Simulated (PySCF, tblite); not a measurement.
# C₇H₈O₃: geometry, infrared bands, NMR shifts and electronic excitations

Wanted: the infrared bands, NMR shifts and electronic excitations of C₇H₈O₃ (`CC(=O)Oc1ccc(C)o1`), by calculation.

Computed with tblite 0.8.0 and PySCF 2.14.0, with density-fitted response routines of our own, on a single molecule in the gas phase. Atoms are numbered from 0 throughout.

## (1) The starting structure

18 atoms, charge 0, multiplicity 1; geometry from: force field or distance geometry start.

Bonds of the start (Å): C0–C1 1.51, C1–O2 1.24, C1–O3 1.35, O3–C4 1.32, C4–C5 1.37, C5–C6 1.41, C6–C7 1.37, C7–C8 1.48, C7–O9 1.35, O9–C4 1.37, C0–H10 1.09, C0–H11 1.09, C0–H12 1.08, C5–H13 1.09, C6–H14 1.09, C8–H15 1.09, C8–H16 1.09, C8–H17 1.10.

## (2) Optimising the geometry with GFN2-xTB

Job settings and geometry (Å):

```
{"job": {"kind": "relax", "xc": "GFN2-xTB", "basis": "xTB"}, "charge": 0, "multiplicity": 1}
C      3.666900     0.209500    -0.351800
C      2.367900     0.296900     0.410400
O      2.337900     0.564600     1.615800
O      1.342700     0.025100    -0.417200
C      0.109300     0.028700     0.065400
C     -0.530700     0.261600     1.257700
C     -1.912800     0.101600     1.021500
C     -2.036200    -0.219000    -0.302800
C     -3.192100    -0.521300    -1.176300
O     -0.820700    -0.267300    -0.893700
H      3.650200     0.946900    -1.160300
H      4.492700     0.431100     0.317800
H      3.784700    -0.795300    -0.739700
H     -0.048800     0.518200     2.195400
H     -2.721000     0.211700     1.742100
H     -3.250200     0.200400    -1.990000
H     -3.111400    -1.521200    -1.595200
H     -4.137000    -0.465900    -0.617600
```

Run with:

```bash
OMP_NUM_THREADS=1 python probes_run.py task.json out
```

The driver reads the jobs from task.json and runs them one after another.

**Question.** This job is followed by: GFN2-xTB harmonic vibrations, gas phase; PBE0-D3(BJ)/def2-SVP geometry optimisation, gas phase; GIAO PBE0/pcSseg-1 NMR shielding, non-relativistic, gas phase; TDDFT B3LYP/def2-SVPD, vertical, gas phase, core orbitals frozen in the response; GIAO PBE/pcSseg-1 NMR shielding, non-relativistic, gas phase. Predict these results of the whole session: strongest single infrared mode (GFN2-xTB); zero-point energy (GFN2-xTB); point group; rotational constants (main isotopes); 13C shifts against TMS (PBE0/pcSseg-1); 1H shifts against TMS (PBE0/pcSseg-1, means over atoms taken as alike); 17O shifts against H2O (PBE0/pcSseg-1); surface potential, 1st and 99th percentile; lowest singlet (B3LYP/def2-SVPD); lowest triplet; vertical ionisation energy (ΔSCF); range of the shift of O3.

The runs gave:

```
                                                              quantity                                             value
                             strongest single infrared mode (GFN2-xTB)                             1175 cm⁻¹, 542 km/mol
                                          zero-point energy (GFN2-xTB)                                     85.2 kcal/mol
                                                           point group                                                C1
                                  rotational constants (main isotopes)                              4.16, 0.73, 0.63 GHz
                                13C shifts against TMS (PBE0/pcSseg-1)  166.8, 155.8, 143.7, 113.3, 96.6, 22.2, 14.8 ppm
1H shifts against TMS (PBE0/pcSseg-1, means over atoms taken as alike)                        6.53, 6.05, 2.24, 2.16 ppm
                                17O shifts against H2O (PBE0/pcSseg-1)                           463.1, 292.2, 244.7 ppm
                                 surface potential, 1st and 99th percentile                                -1.43 V and 1.02 V
                                      lowest singlet (B3LYP/def2-SVPD)                       4.74 eV (262 nm), f = 0.244
                                                        lowest triplet                                           3.70 eV
                                     vertical ionisation energy (ΔSCF)                                           8.01 eV
                                              range of the shift of O3                                244.7 to 258.7 ppm
```

What this shows: Relaxing lowered the energy by 0.175 eV in 38 steps; the close pair that moved most is O3–C4, from 1.324 to 1.365 Å (GFN2-xTB). The lowest mode is imaginary (38i cm⁻¹), so the xTB geometry is not a minimum. The strongest single mode, at 1175 cm⁻¹, moves mainly C1. GFN2-xTB is a fitted tight-binding method: band positions and strengths are rough. Its intensities can rank the bands wrongly. Relaxing lowered the energy by 0.211 eV in 10 steps; the close pair that moved most is O3–C4, from 1.397 to 1.349 Å (PBE0/def2-SVP). No frequency check was run at this level, so the end point may be a saddle. At PBE0/pcSseg-1: The largest span, 704 ppm, is at O2, where the paramagnetic term is -532 ppm. NICS(1)zz of -22 ppm above the planar ring from C4 marks a diatropic (aromatic) ring current. At PBE0/pcSseg-1, counted by nearest atom on the grid, the HOMO lies on C4, C7 about 25 % each; C5, C6 about 13 % each, the LUMO on C1 36 %; O2 23 %. The first singlet state (HOMO→LUMO 0.98) lies at 4.74 eV and is bright. The lowest triplet lies 1.04 eV below the lowest singlet (triplets in Tamm-Dancoff, singlets in full TDDFT). ΔSCF puts the ionisation energy at 8.01 eV, 2.05 eV above −ε(HOMO). In ppm, O3 moves most: its shift spreads over 14.0 ppm, from 244.7 (PBE0/pcSseg-1) to 258.7 (PBE/pcSseg-1).
